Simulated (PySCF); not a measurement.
# CoH10O5 ([Co(H2O)5]3+): the cost of one run

Programs: PySCF 2.14.0, with routines of our own; each step states its level. All values are computed. Atoms count from 0.

## Step 1: The starting structure

16 atoms, charge 3, states of the metal's open shell are computed; geometry from: model geometry, bond lengths from ionic radii.

## Step 2: Ligand-field states: state-averaged CASSCF

What the job is given:

```
{"job": {"kind": "lf", "basis": {"metal": "x2c-TZVPall", "ligand": "x2c-SVPall"}, "nevpt": true}, "charge": 3, "metal": "Co", "open_shell": "d6"}
Co     0.000000     0.000000     0.000000
O      0.000000     0.000000     1.910000
H      0.775000     0.000000     2.485000
H     -0.775000     0.000000     2.485000
O      1.880983     0.000000    -0.331668
H      2.447247     0.775000    -0.431516
H      2.447247    -0.775000    -0.431516
O     -1.880983     0.000000    -0.331668
H     -2.447247    -0.775000    -0.431516
H     -2.447247     0.775000    -0.431516
O      0.000000     1.880983    -0.331668
H     -0.775000     2.447247    -0.431516
H      0.775000     2.447247    -0.431516
O     -0.000000    -1.880983    -0.331668
H      0.775000    -2.447247    -0.431516
H     -0.775000    -2.447247    -0.431516
```

With the program's defaults for keys left out, this is: state-averaged CASSCF of the metal d shell, SC-NEVPT2 on the averaged canonical orbitals, state-interaction spin-orbit coupling.

Run with:

```sh
$ OMP_NUM_THREADS=1 python lf_run.py task.json out
```

This one command runs all jobs of the session in turn.

**Question.** How long does this first job take on 1 thread of Arm Neoverse V2, shared host, and how much memory does it need?

About 15 s, with a peak of 0.38 GiB.
